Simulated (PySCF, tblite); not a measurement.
**C4H12GeO2Si: geometry, infrared bands and NMR shifts**

Aim: predict the infrared bands and NMR shifts of C4H12GeO2Si (`CC(=O)[C@@](C)([GeH3])O[SiH3]`).

The runs use tblite 0.8.0 and PySCF 2.14.0, with density-fitted response routines of our own; the level of theory stands in each step. All values are computed, except where a source is named. Atoms are numbered from 0 throughout.

### 1 The molecule as given

20 atoms, charge 0, multiplicity 1; geometry from: force field or distance geometry start.

Bonds of the start (Å): C0–C1 1.47, C1–O2 1.25, C1–C3 1.48, C3–C4 1.50, C3–Ge5 1.93, C3–O6 1.39, O6–Si7 1.70, C0–H8 1.13, C0–H9 1.11, C0–H10 1.12, C4–H11 1.13, C4–H12 1.11, C4–H13 1.11, Ge5–H14 1.56, Ge5–H15 1.56, Ge5–H16 1.55, Si7–H17 1.47, Si7–H18 1.47, Si7–H19 1.47.

### 2 Relaxing the molecule with GFN2-xTB

What the job is given:

```
{"job": {"kind": "relax", "xc": "GFN2-xTB", "basis": "xTB"}, "charge": 0, "multiplicity": 1}
C     -1.951300    -1.061100     0.256600
C     -0.603500    -0.980900    -0.325800
O     -0.065700    -2.028100    -0.732200
C      0.106900     0.319700    -0.387400
C     -0.632500     1.221200    -1.335400
Ge     0.123000     1.218200     1.326100
O      1.365200     0.175700    -0.950600
Si     2.407500    -0.872200    -0.114100
H     -1.901500    -1.730100     1.164300
H     -2.359100    -0.076500     0.578900
H     -2.677200    -1.528900    -0.453700
H      0.106900     2.004700    -1.664000
H     -1.444000     1.759200    -0.812700
H     -0.995100     0.685700    -2.243000
H     -0.462400     0.339900     2.475000
H      1.553300     1.676400     1.731700
H     -0.807800     2.455100     1.239800
H      1.862200    -1.380100     1.148000
H      2.683300    -2.009800    -1.005500
H      3.686500    -0.177400     0.101000
```

Launch:

```console
> OMP_NUM_THREADS=1 python probes_run.py task.json out
```

The driver reads the jobs from task.json and runs them one after another.

**Question.** This job is followed by: GFN2-xTB harmonic vibrations, gas phase; GIAO PBE0/pcSseg-1 NMR shielding, non-relativistic, gas phase. What will the session give for the following? strongest single infrared mode (GFN2-xTB); zero-point energy (GFN2-xTB); 13C shifts against TMS (PBE0/pcSseg-1); 1H shifts against TMS (PBE0/pcSseg-1, means over atoms taken as alike); 17O shifts against H2O (PBE0/pcSseg-1); 73Ge shifts against GeMe4 (PBE0/pcSseg-1); 29Si shifts against TMS (PBE0/pcSseg-1); surface potential, 1st and 99th percentile.

**Answer**, as computed:

| quantity | value |
| --- | --- |
| strongest single infrared mode (GFN2-xTB) | 751 cm⁻¹, 490 km/mol |
| zero-point energy (GFN2-xTB) | 88.3 kcal/mol |
| 13C shifts against TMS (PBE0/pcSseg-1) | 216.7, 82.8, 27.8, 25.0 ppm |
| 1H shifts against TMS (PBE0/pcSseg-1, means over atoms taken as alike) | 5.03, 3.89, 2.26, 1.80 ppm |
| 17O shifts against H2O (PBE0/pcSseg-1) | 597.0, 41.5 ppm |
| 73Ge shifts against GeMe4 (PBE0/pcSseg-1) | -180 ppm |
| 29Si shifts against TMS (PBE0/pcSseg-1) | -48.0 ppm |
| surface potential, 1st and 99th percentile | -1.30 V and 1.26 V |

What this shows: Over 163 steps the energy fell by 0.827 eV; of the close pairs, C3–Ge5 changed most, 1.935 to 2.019 Å. No mode is imaginary among the 54: a minimum at this level. The strongest single mode, at 751 cm⁻¹, has its largest shares on H14, H16 and H15 (the list is cut at 3 atoms). Unscaled tight-binding wavenumbers are off by several per cent, some by more. Its intensities can rank the bands wrongly. The most deshielded carbon is C1 (ketone carbonyl carbon), at 216.7 ppm: low-lying n→π* states of the double bond to the heteroatom give a large paramagnetic term (-283 ppm). At PBE0/pcSseg-1: Shielding is most anisotropic at O2 (span 1101 ppm, paramagnetic term -665 ppm). At PBE0/pcSseg-1, counted by nearest atom on the grid, the HOMO lies on O2, O6 about 20 % each; C3 15 %, the LUMO on C1 40 %; O2 26 %. Spin-orbit coupling is left out, which matters for shieldings and couplings at and beside the heavy atoms.
